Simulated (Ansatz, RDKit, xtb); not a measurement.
**Isomers of C4H5NOS, a sample narrowed down**

A sample of isomers of C4H5NOS is drawn. Aim: find which of them has the lowest free energy at 298.15 K, then its properties. The sample is small against all isomers, and the most stable one of this formula need not be in it.

Plan: many cheap relaxations first (GFN2-xTB), then density-functional screening, relaxation at r2SCAN-D4/def2-SVP, vibrations (at GFN2-xTB) and a final energy. The numbers are computed, not measured.

## (1) Drawing up candidates

Isomers were taken from a list of plausible structures; this is a sample, not all of them. That gives 4 candidates.

| label | SMILES | spin |
| --- | --- | --- |
| c140 | N=C1CC(=O)CS1 | singlet |
| c342 | Nc1cc(O)cs1 | singlet |
| c491 | N=C1CC(O)=CS1 | singlet |
| c647 | NC1=CC(=O)CS1 | singlet |

Candidates are built by distance geometry, with a force field where one applies, in up to four conformers (letters a to d).

Q: Predict the outcome of this search (final energies at CCSD(T)/def2-SVP + MP2/def2-TZVPP - MP2/def2-SVP).

| quantity | value |
| --- | --- |
| lowest structure found | NC1=CC(=O)CS1, singlet |
| next finalist | N=C1CC(=O)CS1, singlet, 6.3 kcal/mol higher in G |
| share at equilibrium, among the finalists | 100.0 % |

The search ends on `NC1=CC(=O)CS1`. The margin of 6.3 kcal/mol over the next finalist is beyond the usual error of the last level; it says nothing of structures that weren't ranked. GFN2-xTB, r2SCAN-D4/def2-SVP, r2SCAN-D4/def2-SVP, relaxed, HF/def2-SVP and MP2/def2-SVP already put its bonding pattern lowest among the structures in one piece; HF/STO-3G favours the singlet N=C1CC(=O)CS1. Lowest found is not proven lowest: the search is finite, and each finalist counts with one conformer. Only 4 drawn patterns were tried, so whole families of isomers are missing, and the result ranks this sample alone. The lowest isomer need not be the one that is made and kept in a bottle, which depends on barriers.
